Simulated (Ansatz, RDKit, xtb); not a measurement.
# Isomers of C3H8O2Si, a sample narrowed down

A sample of isomers of C3H8O2Si is drawn. Aim: find which of them has the lowest free energy at 298.15 K, then its properties. The sample is small against all isomers, and the most stable one of this formula need not be in it.

The funnel: GFN2-xTB relaxations, single points with a density functional, relaxations at B3LYP/def2-SVP, harmonic vibrations (at GFN2-xTB), and a last energy at a higher level. All values are calculated.

### Step 1. Drawing up candidates

Isomers were taken from a list of plausible structures; this is a sample, not all of them. That gives 3 candidates.

| label | SMILES | spin |
| --- | --- | --- |
| c055 | CO[C@@]1([SiH3])CO1 | singlet |
| c649 | CO[C@@H]1O[C@@H]1[SiH3] | singlet |
| c770 | CO[C@@H]1O[C@H]1[SiH3] | singlet |

Candidates are built by distance geometry, with a force field where one applies, in up to four conformers (letters a to d).

**Question.** With final energies at CCSD(T)/def2-SVP + MP2/def2-TZVPP - MP2/def2-SVP, which structure will this search put lowest in free energy, and by what margin?

| quantity | value |
| --- | --- |
| lowest structure found | CO[C@@H]1O[C@H]1[SiH3], singlet |
| next finalist | CO[C@@]1([SiH3])CO1, singlet, 2.1 kcal/mol higher in G |
| share at equilibrium, among the finalists | 95.1 % |

The lowest structure found is `CO[C@@H]1O[C@H]1[SiH3]`. The margin, 2.1 kcal/mol, is modest. GFN2-xTB, HF/STO-3G, r2SCAN-D4/def2-SVP, B3LYP/def2-SVP, HF/def2-SVP and MP2/def2-SVP already put its bonding pattern lowest among the structures in one piece. The search is not exhaustive (a finite list of starts, one conformer a finalist), so a lower isomer can't be ruled out. Only 3 drawn patterns were tried, so whole families of isomers are missing, and the result ranks this sample alone.
